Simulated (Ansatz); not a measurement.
Born–Oppenheimer molecular dynamics of a periodic cell of 36 atoms, Be (start crystal Be, start structure hcp, volume 1.1 times the crystal's). It goes on from the last frame of an earlier run, with new velocities.

All numbers below come from Ansatz, DFT LDA, scalar-relativistic, plane waves, PAW. Settings: accuracy low, cutoff 420 eV, k mesh 2x2x2, fermi-dirac smearing 0.3 eV, no spin polarisation.

```yaml
ensemble: NVT, Langevin thermostat
time_step: 0.75 fs
steps_asked: 89
set_temperature: 2800 K
friction: 0.02 /fs
temperature_schedule: 67 steps to 300 K, then 22 steps to 300 K
seed: 395011
```

Frames 3.75 fs apart, positions in Å, forces in eV/Å.

Velocities at 15.0 fs (Å/ps):

```
Be -11.11 14.38 4.73
Be -4.92 -15.17 -8.65
Be -8.74 -19.57 9.93
Be 13.05 10.26 3.75
Be 15.33 13.29 16.45
Be 3.13 -22.45 23.48
Be -6.11 -1.77 -30.53
Be 31.56 39.59 -11.76
Be -7.80 4.59 10.41
Be -19.08 -11.23 -29.20
Be 8.34 3.51 -13.01
Be -8.74 9.21 -1.13
Be 19.16 19.77 -14.06
Be -9.10 5.02 24.30
Be -29.28 35.20 5.31
Be 6.19 -15.84 3.75
Be 10.74 -13.87 -7.89
Be 27.23 3.01 13.51
Be -6.95 24.75 1.24
Be 40.74 -16.87 -19.04
Be -5.33 18.32 -19.26
Be -2.94 3.80 -11.54
Be -15.09 -13.20 -14.45
Be -3.30 -25.61 -3.29
Be -8.27 6.45 0.65
Be -26.14 -16.62 -0.83
Be 18.18 5.49 5.22
Be 20.79 4.46 -6.05
Be -6.14 -7.67 -29.29
Be 0.00 -11.38 17.39
Be -4.18 -31.22 1.50
Be 13.04 -6.74 12.97
Be 9.43 -21.57 21.93
Be -6.50 -9.66 10.36
Be 10.98 5.83 7.16
Be 9.65 7.96 0.60
```

```xyz
36
Lattice="7.0918 0.0000 0.0000 -3.5459 6.1416 0.0000 0.0000 0.0000 7.4085" Properties=species:S:1:pos:R:3:forces:R:3 time_fs=15.0 energy_less_start_eV=-1.027 T=2588
Be -0.145 -0.081 0.455 0.02 -1.05 0.06
Be -0.730 1.103 2.404 -0.83 -2.33 -1.93
Be -0.119 -0.790 3.196 -1.46 0.90 -0.37
Be -0.169 1.216 5.555 1.30 -1.12 0.12
Be -0.333 1.766 0.393 -0.01 2.32 -0.07
Be -1.247 3.331 1.527 -0.33 -1.14 0.45
Be -1.546 2.302 3.691 1.07 0.07 0.63
Be -0.512 3.144 5.204 -0.71 0.55 -0.32
Be -2.234 4.415 -0.151 -0.57 -0.80 0.00
Be -1.834 5.342 1.683 -0.74 0.05 0.25
Be -2.861 3.709 3.464 1.96 1.33 1.28
Be -2.100 4.896 5.269 1.17 1.06 -1.19
Be 2.953 -0.019 -0.270 -0.29 0.19 0.78
Be 1.423 1.349 1.948 1.39 -2.28 -0.95
Be 1.519 0.385 3.836 0.97 -0.18 -0.42
Be 2.653 1.402 5.522 -0.21 -0.09 0.59
Be 1.706 1.863 -0.010 -1.43 -0.22 -1.19
Be 0.943 3.096 1.442 0.47 1.13 0.37
Be 0.460 2.130 3.241 -0.62 3.16 3.53
Be 1.569 3.343 5.563 -0.44 -0.43 0.94
Be 0.031 3.922 -0.304 0.26 -0.04 0.65
Be -0.087 6.458 2.291 -1.21 1.16 -0.81
Be -0.405 4.667 3.026 0.21 -1.67 1.43
Be 0.256 4.969 5.362 -0.37 1.25 -0.27
Be 4.989 -0.116 -0.708 0.98 -1.24 1.27
Be 4.862 1.146 0.959 1.70 -0.94 1.49
Be 4.784 -0.281 3.693 1.44 0.93 -0.01
Be 4.877 1.234 5.322 -0.50 -0.41 -0.06
Be 3.608 2.063 0.011 -0.27 1.00 -1.66
Be 3.280 2.991 2.064 0.01 -0.90 -3.17
Be 3.724 1.887 3.828 -1.41 -1.32 -0.54
Be 4.210 3.070 5.521 -0.90 0.53 -0.22
Be 2.521 4.227 0.037 -0.40 -1.29 -0.04
Be 1.452 5.108 1.732 0.39 0.73 -0.25
Be 2.170 3.317 3.588 -0.53 1.13 0.19
Be 2.915 5.077 5.493 -0.10 -0.03 -0.54
36
Lattice="7.0918 0.0000 0.0000 -3.5459 6.1416 0.0000 0.0000 0.0000 7.4085" Properties=species:S:1:pos:R:3:forces:R:3 time_fs=18.8 energy_less_start_eV=-0.744 T=2504
Be -0.196 -0.021 0.476 0.06 -1.60 -0.24
Be -0.746 1.014 2.335 0.02 -1.53 -0.61
Be -0.168 -0.870 3.234 -1.31 1.16 -0.49
Be -0.120 1.269 5.589 1.40 -0.87 0.34
Be -0.265 1.828 0.446 -0.28 1.91 -0.18
Be -1.255 3.242 1.615 -0.35 -0.71 -0.02
Be -1.570 2.279 3.586 1.10 -0.02 1.10
Be -0.416 3.262 5.150 -1.82 -1.98 -1.09
Be -2.281 4.423 -0.124 -0.52 -0.95 -0.69
Be -1.915 5.304 1.577 -0.19 0.51 1.23
Be -2.814 3.705 3.431 1.95 0.72 1.45
Be -2.138 4.948 5.261 1.52 0.97 -1.16
Be 3.012 0.042 -0.288 -0.50 -0.55 1.15
Be 1.385 1.356 2.041 1.52 -2.08 -1.72
Be 1.412 0.503 3.842 0.86 -0.70 0.16
Be 2.672 1.329 5.543 -0.15 -0.18 0.06
Be 1.739 1.821 -0.047 -2.24 -0.25 -0.28
Be 1.053 3.126 1.494 0.02 0.80 -0.38
Be 0.429 2.233 3.288 -1.25 2.40 2.22
Be 1.731 3.268 5.496 -1.22 -0.18 1.81
Be 0.002 3.996 -0.359 0.34 -0.48 1.46
Be -0.103 6.459 2.246 -1.56 0.46 -0.30
Be -0.456 4.604 2.985 0.46 -0.99 1.65
Be 0.247 4.891 5.333 0.80 3.22 -0.30
Be 4.965 -0.110 -0.713 1.03 -1.50 0.90
Be 4.773 1.082 0.956 2.30 -0.30 1.13
Be 4.836 -0.253 3.710 0.75 0.83 -0.26
Be 4.962 1.258 5.308 -0.61 -0.36 -0.24
Be 3.576 2.027 -0.090 0.69 1.23 -1.15
Be 3.280 2.930 2.105 0.06 -1.11 -3.35
Be 3.718 1.771 3.817 -1.19 -0.30 -0.25
Be 4.241 3.076 5.573 -0.94 0.65 -0.64
Be 2.562 4.148 0.096 -0.36 -0.58 -0.22
Be 1.432 5.058 1.775 0.49 1.27 -0.30
Be 2.219 3.329 3.624 -0.52 1.06 -0.50
Be 2.920 5.104 5.489 -0.34 0.02 -0.27
36
Lattice="7.0918 0.0000 0.0000 -3.5459 6.1416 0.0000 0.0000 0.0000 7.4085" Properties=species:S:1:pos:R:3:forces:R:3 time_fs=22.5 energy_less_start_eV=-0.020 T=2568
Be -0.218 0.040 0.489 0.12 -1.82 -0.87
Be -0.765 0.915 2.255 0.37 -0.65 0.48
Be -0.245 -0.916 3.274 -0.42 0.93 -0.47
Be -0.046 1.322 5.628 1.26 -0.78 0.56
Be -0.202 1.924 0.499 -0.28 1.04 -0.39
Be -1.289 3.161 1.681 -0.35 -0.16 -0.47
Be -1.577 2.224 3.497 0.60 -0.45 1.37
Be -0.378 3.313 5.070 -2.47 -3.02 -0.90
Be -2.353 4.410 -0.117 -0.30 -1.16 -1.36
Be -2.016 5.262 1.484 0.42 0.92 2.39
Be -2.737 3.694 3.417 1.17 0.77 1.01
Be -2.170 4.998 5.276 1.73 1.07 -1.16
Be 3.063 0.088 -0.267 -0.73 -1.19 1.37
Be 1.390 1.300 2.120 0.84 -0.59 -2.34
Be 1.319 0.625 3.864 0.79 -1.26 1.18
Be 2.671 1.248 5.550 -0.39 -0.34 -0.44
Be 1.760 1.791 -0.081 -2.95 -0.25 0.38
Be 1.161 3.167 1.536 -0.43 -0.41 -0.59
Be 0.399 2.365 3.356 -0.70 1.04 0.40
Be 1.871 3.220 5.459 -1.63 -0.36 2.45
Be -0.024 4.053 -0.401 0.15 -0.70 1.65
Be -0.145 6.475 2.205 -1.56 -0.35 0.00
Be -0.496 4.542 2.986 0.61 -0.41 1.54
Be 0.265 4.864 5.290 1.51 4.29 -0.21
Be 4.967 -0.099 -0.715 0.81 -1.52 0.53
Be 4.710 1.025 0.932 2.31 0.39 0.82
Be 4.894 -0.201 3.729 0.19 0.71 -0.54
Be 5.033 1.282 5.277 -0.57 -0.19 -0.14
Be 3.527 2.003 -0.221 2.00 1.44 -0.45
Be 3.272 2.846 2.111 0.41 -1.01 -2.81
Be 3.699 1.646 3.810 -0.95 0.60 -0.10
Be 4.268 3.124 5.627 -0.84 0.38 -0.98
Be 2.610 4.063 0.141 -0.46 0.03 -0.27
Be 1.429 5.017 1.826 0.51 1.99 -0.24
Be 2.265 3.352 3.648 -0.43 0.97 -1.16
Be 2.890 5.143 5.497 -0.34 0.04 -0.21
36
Lattice="7.0918 0.0000 0.0000 -3.5459 6.1416 0.0000 0.0000 0.0000 7.4085" Properties=species:S:1:pos:R:3:forces:R:3 time_fs=26.2 energy_less_start_eV=0.410 T=2361
Be -0.231 0.092 0.472 0.28 -1.68 -1.52
Be -0.793 0.807 2.185 0.50 0.11 1.14
Be -0.343 -0.950 3.287 1.04 0.76 -0.40
Be 0.048 1.362 5.679 0.87 -0.61 0.67
Be -0.160 2.044 0.526 -0.25 0.00 -0.47
Be -1.323 3.078 1.756 -0.36 0.48 -1.05
Be -1.552 2.149 3.438 -0.30 -0.87 1.74
Be -0.402 3.312 4.998 -2.58 -1.61 0.30
Be -2.433 4.396 -0.130 0.25 -1.20 -1.70
Be -2.119 5.225 1.435 0.82 1.07 3.08
Be -2.645 3.688 3.412 0.19 0.83 0.52
Be -2.194 5.038 5.297 1.76 1.16 -1.15
Be 3.075 0.101 -0.226 -0.76 -1.60 1.29
Be 1.407 1.234 2.148 0.10 0.49 -2.29
Be 1.225 0.708 3.908 0.58 -1.31 1.46
Be 2.650 1.151 5.525 -0.83 -0.52 -0.42
Be 1.739 1.742 -0.100 -2.50 -0.11 0.65
Be 1.268 3.177 1.590 -0.91 -0.83 -0.71
Be 0.351 2.517 3.429 0.97 -0.42 -1.30
Be 1.970 3.187 5.454 -1.68 -0.73 2.53
Be -0.044 4.094 -0.442 -0.04 -0.74 1.55
Be -0.204 6.488 2.174 -1.28 -1.00 0.09
Be -0.546 4.497 3.023 0.70 0.14 1.18
Be 0.310 4.917 5.261 1.13 3.01 -0.41
Be 4.984 -0.115 -0.710 0.17 -1.10 0.57
Be 4.666 0.980 0.925 2.16 0.81 0.57
Be 4.963 -0.149 3.747 -0.35 0.57 -0.78
Be 5.096 1.282 5.233 -0.49 -0.06 0.27
Be 3.512 1.958 -0.362 2.31 1.67 0.08
Be 3.264 2.742 2.080 0.85 -0.78 -1.87
Be 3.674 1.541 3.804 -0.65 1.20 -0.08
Be 4.299 3.165 5.643 -0.63 0.08 -1.17
Be 2.666 4.004 0.170 -0.78 0.32 -0.20
Be 1.453 5.016 1.891 0.30 2.03 -0.31
Be 2.317 3.417 3.657 -0.55 0.52 -1.43
Be 2.833 5.197 5.515 -0.03 -0.09 -0.42
36
Lattice="7.0918 0.0000 0.0000 -3.5459 6.1416 0.0000 0.0000 0.0000 7.4085" Properties=species:S:1:pos:R:3:forces:R:3 time_fs=30.0 energy_less_start_eV=0.707 T=2139
Be -0.246 0.123 0.423 0.46 -1.30 -1.92
Be -0.814 0.709 2.116 0.76 0.75 1.74
Be -0.396 -0.971 3.277 2.24 1.10 -0.30
Be 0.152 1.386 5.733 0.31 -0.28 0.74
Be -0.129 2.168 0.543 -0.30 -0.87 -0.45
Be -1.356 3.014 1.824 -0.37 0.81 -1.62
Be -1.530 2.061 3.425 -0.72 -1.09 1.66
Be -0.469 3.294 4.939 -2.76 0.06 2.04
Be -2.513 4.356 -0.188 1.11 -0.65 -1.11
Be -2.207 5.196 1.419 0.87 0.82 2.81
Be -2.559 3.698 3.408 -0.54 0.55 0.37
Be -2.216 5.080 5.295 1.62 1.04 -1.09
Be 3.050 0.094 -0.181 -0.57 -1.51 1.15
Be 1.405 1.197 2.129 -0.31 0.79 -1.63
Be 1.106 0.759 3.967 0.40 -0.91 0.67
Be 2.626 1.046 5.500 -1.31 -0.58 -0.16
Be 1.688 1.697 -0.108 -1.21 0.09 0.66
Be 1.362 3.193 1.630 -1.33 -0.59 -0.62
Be 0.299 2.674 3.477 2.70 -1.61 -2.68
Be 2.027 3.138 5.478 -1.53 -0.93 1.97
Be -0.063 4.124 -0.465 -0.10 -0.64 1.24
Be -0.271 6.493 2.136 -0.81 -1.32 0.09
Be -0.588 4.452 3.071 0.70 1.03 0.65
Be 0.360 5.013 5.247 0.37 1.27 -0.62
Be 4.991 -0.155 -0.683 -0.59 -0.54 0.93
Be 4.667 0.964 0.944 1.67 1.02 0.19
Be 5.039 -0.101 3.765 -0.77 0.63 -0.75
Be 5.162 1.292 5.216 -0.58 -0.11 0.79
Be 3.530 1.925 -0.490 1.81 1.41 0.76
Be 3.278 2.647 2.023 1.10 -0.56 -1.00
Be 3.623 1.478 3.804 -0.20 1.33 -0.05
Be 4.300 3.196 5.641 -0.44 -0.03 -1.66
Be 2.715 3.973 0.173 -1.28 0.37 0.02
Be 1.484 5.080 1.977 -0.13 1.10 -0.78
Be 2.355 3.499 3.657 -0.76 -0.22 -1.20
Be 2.766 5.261 5.537 0.50 -0.41 -0.81
36
Lattice="7.0918 0.0000 0.0000 -3.5459 6.1416 0.0000 0.0000 0.0000 7.4085" Properties=species:S:1:pos:R:3:forces:R:3 time_fs=33.8 energy_less_start_eV=0.998 T=1864
Be -0.267 0.131 0.355 0.68 -0.90 -1.91
Be -0.821 0.613 2.062 1.21 1.45 2.05
Be -0.390 -0.980 3.264 2.68 1.82 -0.18
Be 0.259 1.399 5.796 -0.42 0.01 0.59
Be -0.102 2.269 0.567 -0.42 -1.45 -0.39
Be -1.386 2.957 1.868 -0.40 0.95 -1.68
Be -1.509 1.961 3.450 -0.51 -0.54 0.93
Be -0.578 3.274 4.929 -2.62 0.70 2.60
Be -2.569 4.316 -0.255 1.82 -0.09 -0.29
Be -2.282 5.184 1.431 0.78 0.47 2.18
Be -2.502 3.720 3.413 -0.77 -0.01 0.29
Be -2.235 5.125 5.293 1.46 0.71 -1.05
Be 3.039 0.065 -0.130 -0.49 -0.91 0.87
Be 1.393 1.175 2.107 -0.67 0.88 -0.96
Be 0.997 0.772 4.033 0.19 -0.52 -0.32
Be 2.599 0.914 5.481 -1.62 -0.22 0.28
Be 1.610 1.647 -0.100 0.56 0.15 0.70
Be 1.433 3.203 1.668 -1.54 -0.15 -0.49
Be 0.279 2.798 3.498 3.55 -2.40 -2.72
Be 2.040 3.086 5.540 -1.25 -0.92 0.93
Be -0.073 4.133 -0.474 0.02 -0.41 0.86
Be -0.350 6.494 2.101 -0.07 -1.50 0.06
Be -0.594 4.420 3.114 0.42 2.06 0.05
Be 0.404 5.123 5.226 -0.25 0.08 -0.49
Be 5.005 -0.196 -0.626 -1.12 -0.34 1.01
Be 4.683 0.972 0.958 1.13 1.05 0.14
Be 5.083 -0.057 3.760 -0.69 0.55 -0.33
Be 5.235 1.302 5.220 -0.75 -0.38 1.30
Be 3.576 1.918 -0.606 0.80 0.56 1.41
Be 3.299 2.543 1.961 1.11 -0.30 -0.51
Be 3.573 1.432 3.812 0.12 1.25 0.03
Be 4.291 3.210 5.608 -0.33 0.13 -2.26
Be 2.740 3.953 0.167 -1.62 0.32 0.26
Be 1.510 5.170 2.064 -0.81 -0.39 -1.53
Be 2.392 3.571 3.642 -1.08 -1.10 -0.41
Be 2.721 5.299 5.548 0.87 -0.60 -1.03
```

Of the whole run (67 fs, mean temperature of the second half 1526 K): The schedule's set-point averaged 510 K over the second half and the system 1526 K, so it lags behind the ramp. A run of 0.067 ps of so small a system gives no equilibrium averages. Limits of this set-up: coarse k mesh, low accuracy level.

Time of the run: 13 min on 1 thread of Arm Neoverse V1, on a shared host, peak memory 0.63 GiB.
